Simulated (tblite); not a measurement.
# C5H13BO2: the cost of one run

The runs use tblite 0.8.0 and PySCF 2.14.0, with density-fitted response routines of our own; the level of theory stands in each step. All values are computed, except where a source is named. Atoms count from 0, in the outputs and in this text.

### 1 Starting geometry

21 atoms, charge 0, multiplicity 1; geometry from: force field or distance geometry start.

Bonds of the start (Å): C0–C1 1.54, C1–C2 1.47, C2–O3 1.38, O3–C4 1.40, C4–B5 1.63, B5–C6 1.58, B5–O7 1.46, C0–H8 1.13, C0–H9 1.08, C0–H10 1.08, C1–H11 1.09, C1–H12 1.15, C2–H13 1.12, C2–H14 1.14, C4–H15 1.11, C4–H16 1.10, C6–H17 1.11, C6–H18 1.12, C6–H19 1.13, O7–H20 0.99.

### 2 Relaxing the molecule with GFN2-xTB

The job: settings as JSON, then the geometry in Å.

```
{"job": {"kind": "relax", "xc": "GFN2-xTB", "basis": "xTB"}, "charge": 0, "multiplicity": 1}
C      3.282200    -0.187400     0.254100
C      1.777200    -0.431500     0.022600
C      1.182600     0.889300    -0.222600
O     -0.171200     0.782900    -0.478500
C     -0.833300     0.217400     0.613400
B     -2.392300     0.215000     0.149500
C     -2.953400    -1.177200    -0.338200
O     -2.830500     1.513100    -0.353900
H      3.320100     0.796200     0.801400
H      3.835200    -0.098400    -0.670100
H      3.617500    -0.938200     0.960400
H      1.582300    -1.226100    -0.693300
H      1.415800    -0.810200     1.047500
H      1.716300     1.429900    -1.041600
H      1.343200     1.513300     0.716600
H     -0.507300    -0.832800     0.766100
H     -0.808600     0.834700     1.529400
H     -2.740000    -1.397200    -1.400300
H     -2.492500    -1.966400     0.307300
H     -4.067200    -1.146200    -0.174900
H     -3.285000     2.036600     0.359400
```

On the command line:

```
> OMP_NUM_THREADS=1 python probes_run.py task.json out
```

The driver reads the jobs from task.json and runs them one after another.

Q: Estimate the wall time and peak memory of this first job on 1 thread of Arm Neoverse N1, shared host.

About 2.1 s, with a peak of 0.18 GiB.
